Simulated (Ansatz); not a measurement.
# C2H10OSi2: small, medium and large basis sets

One table from this session's results is given with a row withheld; the runs are named, their logs left out.

Computed with Ansatz 0.2.0, Gaussian basis. Level: one geometry, several basis sets.

Plan: PBE0-D4/def2-SVP; ωB97M-V/def2-SVP; PBE0-D4/def2-QZVPP; ωB97M-V/def2-QZVPP; the functionals' def2-TZVPP values are taken from earlier runs.

2 further runs of the same task are left out: 2 for a known fault of the program.

### Structure used throughout

The geometry comes from an earlier relaxation with PBE0-D4 in a triple-zeta def2 set; it is a stationary point, not always the lowest conformer.

SMILES `C[SiH2]O[SiH2]C`, 15 atoms, charge 0, spin multiplicity 1.

Atoms are counted from 1 here; the program's logs count them from 0.

Bond lengths: C1–Si2 1.860 Å, C1–H6 1.093 Å, C1–H7 1.093 Å, C1–H8 1.094 Å, Si2–O3 1.637 Å, Si2–H9 1.486 Å, Si2–H10 1.490 Å, O3–Si4 1.637 Å, Si4–C5 1.857 Å, Si4–H11 1.490 Å, Si4–H12 1.490 Å, C5–H13 1.092 Å, C5–H14 1.092 Å, C5–H15 1.093 Å. Angles: Si2–C1–H6 111.0°, Si2–C1–H7 111.1°, Si2–C1–H8 110.3°, H6–C1–H7 108.3°, H6–C1–H8 108.1°, H7–C1–H8 108.0°, C1–Si2–O3 111.0°, C1–Si2–H9 110.4°, C1–Si2–H10 109.9°, O3–Si2–H9 107.4°, O3–Si2–H10 109.3°, H9–Si2–H10 108.8°, Si2–O3–Si4 145.7°, O3–Si4–C5 109.3°, O3–Si4–H11 109.3°, O3–Si4–H12 109.1°, C5–Si4–H11 110.7°, C5–Si4–H12 110.3° and more.

The first run:

Contents of in.yaml:

```yaml
crystal:
  periodic: [false, false, false]
  atoms:
    - {symbol: C, position_ang: [-2.721477, 0.236826, -0.218873]}
    - {symbol: Si, position_ang: [-1.284367, -0.694605, -0.945511]}
    - {symbol: O, position_ang: [0.086734, -0.416326, -0.095071]}
    - {symbol: Si, position_ang: [1.309239, 0.632931, 0.194579]}
    - {symbol: C, position_ang: [2.708085, -0.267061, 1.019978]}
    - {symbol: H, position_ang: [-2.887355, -0.050337, 0.822167]}
    - {symbol: H, position_ang: [-2.549771, 1.315499, -0.253140]}
    - {symbol: H, position_ang: [-3.635200, 0.022165, -0.780303]}
    - {symbol: H, position_ang: [-1.541878, -2.157924, -0.904973]}
    - {symbol: H, position_ang: [-1.076638, -0.282911, -2.362617]}
    - {symbol: H, position_ang: [1.757827, 1.234686, -1.092938]}
    - {symbol: H, position_ang: [0.812613, 1.731956, 1.069717]}
    - {symbol: H, position_ang: [2.380880, -0.711052, 1.963004]}
    - {symbol: H, position_ang: [3.089153, -1.065489, 0.379119]}
    - {symbol: H, position_ang: [3.530455, 0.420939, 1.234262]}
basis:
  gaussian: {orbitals: def2-SVP}
hamiltonian: {xc: pbe0, dispersion: d4}
output: {orbitals: {seedname: orbitals}}
```

Launch:

```bash
> ansatz run in.yaml --threads 2 --pin off --events-out ev --progress --plain --max-ram 32768MiB --backend cpu
```

Steps of the session up to this table: PBE0-D4 in def2-SVP; ωB97M-V in def2-SVP; PBE0-D4 in def2-QZVPP; ωB97M-V in def2-QZVPP.

One table of the session follows, with a row left open; its other results are not shown here.

```
functional       basis  HOMO (eV)  LUMO (eV)
   PBE0-D4    def2-SVP      -8.21       1.05
   PBE0-D4  def2-TZVPP      -8.29       0.50
   PBE0-D4  def2-QZVPP      -8.31       0.33
   ωB97M-V    def2-SVP          ?          ?
   ωB97M-V  def2-TZVPP     -10.58       2.16
   ωB97M-V  def2-QZVPP     -10.59       1.61
```

**Question.** Estimate the row for ωB97M-V, def2-SVP.

**Answer.** HOMO (eV): -10.46; LUMO (eV): 2.92. In the column «HOMO (eV)» it lies between ωB97M-V, def2-TZVPP (-10.58) and PBE0-D4, def2-QZVPP (-8.31).
